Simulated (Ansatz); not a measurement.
# Co2Te: a trial structure relaxed

Where does Co2Te go from the start given, CaC2 type (I4/mmm, No. 139)?

Program: Ansatz 0.2.0. Level of theory: DFT PBE, scalar-relativistic, plane waves, PAW. These are calculated values, not measurements.

1 further run of the same task is left out (it didn't finish).

## (1) Starting point

The structure is tetragonal, space group I4/mmm (No. 139). The conventional cell has a = 4.082 Å, b = 4.082 Å, c = 6.695 Å, α = 90.00°, β = 90.00°, γ = 90.00°. Co (site symmetry 4mm) is surrounded by 1 Co at 1.25 Å. Around Te (site symmetry 4/mmm) lie 10 Co at 2.72 to 2.95 Å.

Structure file:

```
CELL_PARAMETERS angstrom
-2.04094 2.04094 3.34735
2.04094 -2.04094 3.34735
2.04094 2.04094 -3.34735
ATOMIC_POSITIONS crystal
Co 0.59300 0.59300 0.00000
Co 0.40700 0.40700 0.00000
Te 0.00000 0.00000 0.00000
```

(A quick probe on a coarse mesh, which set the mesh and smearing, is not shown.)

## (3) Coarse relaxation

input.yaml reads:

```yaml
crystal:
  lattice:
    - [-2.0409376908, 2.0409376908, 3.347347678]
    - [2.0409376908, -2.0409376908, 3.347347678]
    - [2.0409376908, 2.0409376908, -3.347347678]
  atoms:
    - { symbol: Co, position: [0.593, 0.593, 0.0], spin: 0.61 }
    - { symbol: Co, position: [0.407, 0.407, 0.0], spin: 0.61 }
    - { symbol: Te, position: [0.0, 0.0, 0.0] }
basis:
  ecutwfc: 420
kpoints:
  mp_grid: { grid: [6, 6, 6] }
hamiltonian:
  xc: pbe
scf:
  occupations: { method: gaussian, width: 0.1 }
  lower_state_search: "off"
output:
  forces: true
  stress: true
  eigenvalues: true
  populations: true
magnetization:
  spin_polarized: true
relax:
  adjacent_minimum: "off"
  f_tol: 0.04
  max_steps: 70
  cell: { stress_tol: 0.4 }
```

Run with:

```sh
$ ansatz run input.yaml --threads 1 --pin off --max-ram 2560MiB --backend cpu --events-out ev --progress --plain --runs-dir out
```

The session goes on with these runs: the relaxation.

**Question.** What will these runs give?

**Answer**, as computed:

Formation energies count from the elements, computed with the same settings in runs not shown here.

```
                          quantity                                                                      value
               cell (conventional)  a = 3.474 Å, b = 3.474 Å, c = 7.352 Å, α = 90.00°, β = 90.00°, γ = 90.00°
                       space group                                                           I4/mmm (No. 139)
                            volume                                                              14.79 Å³/atom
                   gap on the mesh                                                               none (metal)
formation energy from the elements                                                             +0.368 eV/atom
                    largest moment                                                                    1.08 μB
```

The space group stayed I4/mmm, and from the first guess the volume went from 18.59 to 14.79 Å³/atom. The formation energy of +0.37 eV/atom is positive, so the elements lie lower than this structure; another structure of the compound can lie lower. Spin-orbit coupling is left out for Te. Where forces pass 15 eV/Å atoms stand far too close, the PAW spheres overlap strongly and those numbers are rough.
